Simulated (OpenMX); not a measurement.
Wanted: the native input for an OpenMX 3.8.5 run.

```yaml
Task: band structure
Functional: PBE
Potentials_or_basis: OpenMX 2013 PBE set, Hf7.0-s3p2d2f1, In7.0-s3p2d2, Si7.0-s2p2d1, O6.0-s2p2d1, grid cutoff 500 Ry
k_mesh: 7 × 7 × 7
Occupations: fermi-dirac, width 0.05 eV
Spin: no spin polarisation
Mixing_scheme: rmm-diisk
SCF_threshold: 1e-08 Ha
Solver: band
Max_SCF_cycles: 100
```

HfIn4SiO6:

```xyz
12
Lattice="2.4141 -8.1213 -0.0001 2.4141 8.1213 -0.0001 -0.9959 0.0000 4.7293" Properties=species:S:1:pos:R:3 pbc="T T T"
Hf    0.0000    0.0000    0.0000
In    2.4141   -2.6526   -0.0001
In    1.9162    5.4886    2.3646
In    2.4141    2.6526   -0.0001
In    1.9162   -5.4886    2.3646
Si    1.9162    0.0000    2.3646
O     3.2567    0.0000    1.2791
O     0.5756    0.0000    3.4501
O     1.0593    1.3104    1.3057
O     2.7731    1.3104    3.4235
O     2.7731   -1.3104    3.4235
O     1.0593   -1.3104    1.3057
```

The cell was built by a generator and needn't be a form met in nature.

The input as run:

HfIn4SiO6.dat

```
System.CurrrentDirectory             ./
System.Name                          HfIn4SiO6
DATA.PATH                            ./DFT_DATA13
level.of.stdout                      1
level.of.fileout                     0
Species.Number                       4
<Definition.of.Atomic.Species
  Hf  Hf7.0-s3p2d2f1         Hf_PBE13
  In  In7.0-s3p2d2           In_PBE13
  Si  Si7.0-s2p2d1           Si_PBE13
  O   O6.0-s2p2d1            O_PBE13
Definition.of.Atomic.Species>

Atoms.Number                         12
Atoms.SpeciesAndCoordinates.Unit     FRAC
<Atoms.SpeciesAndCoordinates
    1  Hf    0.0000000000    0.0000000000    0.0000000000   6.000  6.000
    2  In    0.6633100000    0.3366900000    0.0000000000   6.500  6.500
    3  In    0.1620900000    0.8379100000    0.5000000000   6.500  6.500
    4  In    0.3366900000    0.6633100000    0.0000000000   6.500  6.500
    5  In    0.8379100000    0.1620900000    0.5000000000   6.500  6.500
    6  Si    0.5000000000    0.5000000000    0.5000000000   2.000  2.000
    7  O     0.7303000000    0.7303000000    0.2704800000   3.000  3.000
    8  O     0.2697000000    0.2697000000    0.7295200000   3.000  3.000
    9  O     0.1956700000    0.3570200000    0.2761000000   3.000  3.000
   10  O     0.6429800000    0.8043300000    0.7239000000   3.000  3.000
   11  O     0.8043300000    0.6429800000    0.7239000000   3.000  3.000
   12  O     0.3570200000    0.1956700000    0.2761000000   3.000  3.000
Atoms.SpeciesAndCoordinates>

Atoms.UnitVectors.Unit               Ang
<Atoms.UnitVectors
     2.4141400000   -8.1213400000   -0.0000800000
     2.4141400000    8.1213400000   -0.0000800000
    -0.9959300000    0.0000000000    4.7293400000
Atoms.UnitVectors>

scf.XcType                           GGA-PBE
scf.SpinPolarization                 off
scf.ElectronicTemperature            580.226
scf.energycutoff                     500.0
scf.maxIter                          100
scf.EigenvalueSolver                 band
scf.Kgrid                            7 7 7
scf.Mixing.Type                      rmm-diisk
scf.Init.Mixing.Weight               0.05
scf.Min.Mixing.Weight                0.001
scf.Max.Mixing.Weight                0.3
scf.Mixing.History                   25
scf.Mixing.StartPulay                8
scf.criterion                        1.0e-8
scf.stress.tensor                    on
MD.Type                              nomd
Band.dispersion                      on
Band.Nkpath                          11
<Band.kpath
   14   0.000000  0.000000  0.000000   -0.272091 -0.272091  0.009115  G Y
   10  -0.272091 -0.272091  0.009115   -0.314757 -0.314757  0.423568  Y F
    7  -0.314757 -0.314757  0.423568   -0.229424 -0.229424  0.594662  F H
   12  -0.229424 -0.229424  0.594662    0.000000  0.000000  0.500000  H Z
    8   0.000000  0.000000  0.500000   -0.500000  0.500000  0.500000  Z I
    9  -0.500000  0.500000  0.500000   -0.685243  0.314757  0.576432  I F1
   10  -0.770576  0.229424  0.405338   -0.727909  0.272091 -0.009115  H1 Y1
   12  -0.727909  0.272091 -0.009115   -0.500000  0.500000  0.000000  Y1 X
    8  -0.500000  0.500000  0.000000    0.000000  0.000000  0.000000  X G
   13   0.000000  0.000000  0.000000   -0.500000  0.000000  0.000000  G N
   17  -0.500000  0.000000  0.500000    0.000000  0.000000  0.000000  M G
Band.kpath>
```

Potentials or basis: OpenMX 2013 PBE set, Hf7.0-s3p2d2f1, In7.0-s3p2d2, Si7.0-s2p2d1, O6.0-s2p2d1, grid cutoff 500 Ry.

Run with:

```sh
$ openmx HfIn4SiO6.dat -nt 1 > HfIn4SiO6.std
```

It gave:

```json
{
  "Pressure": "0.7 GPa",
  "Largest force": "0.749 eV/Å",
  "Band gap along the path": "none (metal or under the smearing width)",
  "Mulliken charges": "Hf +0.40; In +0.25; Si +1.31; O -0.45 e"
}
```

Caveat: Mulliken charges move with the basis; spin-orbit coupling is left out, which moves the levels of the heavy elements; the basis of atomic orbitals isn't converged, which shifts pressures, moduli and gaps.

Wall time 11 min on 1 thread of Arm Neoverse V2 (shared host), peak memory 1.8 GiB.
